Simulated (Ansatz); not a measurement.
# GaHF (SMILES [F][GaH]): levels of theory compared

Wanted: a comparison of 5 runs (UHF/STO-3G, U-wB97X/STO-3G, UB2PLYP/STO-3G, UBHLYP/STO-3G, UHSE06/STO-3G) of GaHF. 

The calculation is run with Ansatz 0.2.0.

129 further runs of the same task are left out: 80 that didn't finish, 49 set aside as unsound or not needed.

## Step 1: The structure to begin with

The species is GaHF (3 atoms), meant as a doublet with charge 0. SMILES: `[F][GaH]`. The Ga2–F1 distance was set to 2.209 Å, away from the relaxed value.

Bond lengths: Ga2–H3 1.610 Å.

## Step 2: A single-point energy at UHF/STO-3G (run 1)

The input, input.yaml:

```yaml
crystal:
  periodic: [false, false, false]
  atoms:
    - {symbol: F, position_ang: [-1.638118, 0.446800, -0.859535]}
    - {symbol: Ga, position_ang: [0.292400, 0.469800, 0.214100]}
    - {symbol: H, position_ang: [0.948600, -0.985900, 0.417400]}
basis:
  gaussian:
    orbitals: STO-3G
magnetization:
  spin_polarized: true
  initial_magnetization: 1
hamiltonian:
  xc: hf
accuracy: high
```

On the command line:

```sh
$ ansatz run input.yaml --threads 1 --pin off --max-ram 2610MiB --events-out events.jsonl --progress --plain --runs-dir runs
```

Standard output (excerpt; [...] marks lines left out):

```text
Warning: RAYON_NUM_THREADS=1 ignored (pool sized by the plan → 1); use --threads N
Functional definition: HF
  name "HF"
[...]
316 factors; integrals over basis functions are off by at most 2.6e-8 eV
[...]
mean field -54409.63141036 eV, -1999.5170741581 hartree, gradient 1.7e-8 eV, S^2 1.693393; 11 other end points of the search recorded, 0 dependent functions left out
reference -54409.63141036 eV, -1999.5170741581 hartree; 21, 20 occupied and 3, 4 virtual orbitals, 316 factors
Total energy: -54409.63141036 eV, -1999.5170741581 hartree
```

Run time: 4.5 s. Hardware: 1 thread of Arm Neoverse N1, shared host.

## Step 3: The energy at U-wB97X/STO-3G (run 2)

The input, in.yaml:

```yaml
crystal:
  periodic: [false, false, false]
  atoms:
    - symbol: F
      position_ang: [-1.638118, 0.446800, -0.859535]
    - symbol: Ga
      position_ang: [0.292400, 0.469800, 0.214100]
    - symbol: H
      position_ang: [0.948600, -0.985900, 0.417400]
basis:
  gaussian:
    orbitals: STO-3G
magnetization:
  spin_polarized: true
  initial_magnetization: 1
hamiltonian:
  xc: {name: wB97X}
accuracy: high
```

On the command line:

```sh
$ ansatz run in.yaml --threads 1 --pin off --max-ram 2610MiB --events-out events.jsonl --progress --plain --runs-dir runs
```

Standard output (excerpt; [...] marks lines left out):

```text
Warning: RAYON_NUM_THREADS=1 ignored (pool sized by the plan → 1); use --threads N
Functional definition: wB97X
  name "wB97X"
[...]
      + exact_x_lr(omega)
[...]
      + integral(e_c_pw_opposite_spin*poly(b97_u_opposite, 1, cos1, cos2, cos3, cos4))
316 factors; integrals over basis functions are off by at most 2.6e-8 eV
108 factors; integrals over basis functions are off by at most 8.0e-10 eV
[...]
mean field -54454.46704163 eV, -2001.1647532164 hartree, gradient 3.3e-8 eV, S^2 0.752989; 8 other end points of the search recorded, 0 dependent functions left out
reference -54454.46704019 eV, -2001.1647531634 hartree; 21, 20 occupied and 3, 4 virtual orbitals, 316 factors
Total energy: -54454.46704019 eV, -2001.1647531634 hartree
```

It took 60 s on 1 thread of Arm Neoverse N1, shared host; peak memory 0.34 GiB.

Runs 3 to 4 aren't shown in full; the table further down has their settings and results.

## Step 4: The energy at UHSE06/STO-3G (run 5)

The input, run.yaml:

```yaml
crystal:
  periodic: [false, false, false]
  atoms:
    - symbol: F
      position_ang: [-1.638118, 0.446800, -0.859535]
    - symbol: Ga
      position_ang: [0.292400, 0.469800, 0.214100]
    - symbol: H
      position_ang: [0.948600, -0.985900, 0.417400]
basis:
  gaussian:
    orbitals: STO-3G
magnetization:
  spin_polarized: true
  initial_magnetization: 1
hamiltonian:
  xc: hse06
accuracy: high
```

On the command line:

```sh
$ ansatz run run.yaml --threads 1 --pin off --max-ram 2610MiB --events-out events.jsonl --progress --plain --runs-dir runs
```

Standard output:

```text
Warning: RAYON_NUM_THREADS=1 ignored (pool sized by the plan → 1); use --threads N
Functional definition: HSE06
  name "HSE06"
  parameter a = 0.25
  parameter omega = 0.11/bohr
  exchange = pbe_x - a*pbe_x_sr(omega) + a*exact_x_sr(omega)
  correlation = pbe_c
316 factors; integrals over basis functions are off by at most 2.6e-8 eV
45 factors; integrals over basis functions are off by at most 7.9e-10 eV
mean field evaluation 1: about -54020.6305 eV, gradient 1.5e2 eV
mean field evaluation 2: about -54146.0681 eV, gradient 4.4e1 eV
mean field evaluation 4: about -54096.3102 eV, gradient 1.3e2 eV
mean field evaluation 8: about -54435.4207 eV, gradient 2.0e1 eV
mean field evaluation 16: about -54445.1643 eV, gradient 1.0e0 eV
mean field evaluation 32: about -54445.4989 eV, gradient 1.8e-7 eV
mean field evaluation 64: about -54445.2940 eV, gradient 3.4e0 eV
mean field -54445.49892166 eV, -2000.8351808865 hartree, gradient 2.8e-8 eV, S^2 0.753925; 8 other end points of the search recorded, 0 dependent functions left out
reference -54445.49892330 eV, -2000.8351809468 hartree; 21, 20 occupied and 3, 4 virtual orbitals, 316 factors
Total energy: -54445.49892330 eV, -2000.8351809468 hartree
```

Wall time 18 s (1 thread of Arm Neoverse N1, shared host); peak memory 0.12 GiB.

## Step 5: All runs side by side

| run | level | frozen core orbitals | energy (Eh) | ⟨S²⟩ | wall time |
| --- | --- | --- | --- | --- | --- |
| 1 | UHF/STO-3G | – | -1999.517074 | 1.693 | 4.5 s |
| 2 | U-wB97X/STO-3G | – | -2001.164753 | 0.753 | 60 s |
| 3 | UB2PLYP/STO-3G | 10 | -2000.700081 | 0.985 | 43 s |
| 4 | UBHLYP/STO-3G | – | -2001.154756 | 0.832 | 28 s |
| 5 | UHSE06/STO-3G | – | -2000.835181 | 0.754 | 18 s |

## Step 6: Summary of results

```
           quantity           value
run 5: total energy  -2000.83518 Eh
        run 5: ⟨S²⟩           0.754
```

In words: Totals of different functionals can't be ranked against each other. In runs 1, 2, 3, 4, 5 the basis is minimal, so the values are rough. Spin contamination of the reference: run 1 ⟨S²⟩ = 1.69, run 3 ⟨S²⟩ = 0.98. Where it is this large, the reference is a mixture of spin states, and values that rest on it are in doubt. All runs together took 2.6 min, the longest 60 s.
